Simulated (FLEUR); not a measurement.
# BiTe: equation of state with LDA

Crystal: BiTe.

```
CELL_PARAMETERS angstrom
0.00000 3.23500 3.23500
3.23500 0.00000 3.23500
3.23500 3.23500 0.00000
ATOMIC_POSITIONS crystal
Bi 0.00000 0.00000 0.00000
Te 0.50000 0.50000 0.50000
```

```json
{
 "Program": "FLEUR MaX-R8.1 (later development tree)",
 "Task": "equation of state",
 "Functional": "LDA",
 "Potentials or basis": "all-electron",
 "Basis": "FLAPW",
 "Kmax": "4.1 1/bohr",
 "k mesh": "7 × 7 × 7",
 "Occupations": "fermi-dirac, width 0.05 eV",
 "Spin": "no spin polarisation",
 "Gmax": "12.7 1/bohr",
 "Muffin-tin radii": "Bi 2.66, Te 2.66 bohr",
 "lmax": "Bi 10, Te 10",
 "lnonsphr": "Bi 10, Te 10",
 "Local orbitals a species": "Bi 5, Te 6"
}
```

| Quantity | Value |
| --- | --- |
| Equilibrium volume | 32.11 Å³/atom |
| Bulk modulus | 57 GPa |
| Pressure derivative of the bulk modulus | 4.6 (rough: it moves with the points fitted) |

Energy against volume, from the lowest point:
```
volume (Å³/atom)  energy (meV/atom)
          31.824               0.00
          32.501               0.37
          33.855              14.70
          35.209              44.06
          35.886              63.34
```

 LDA usually gives volumes a few per cent too small.
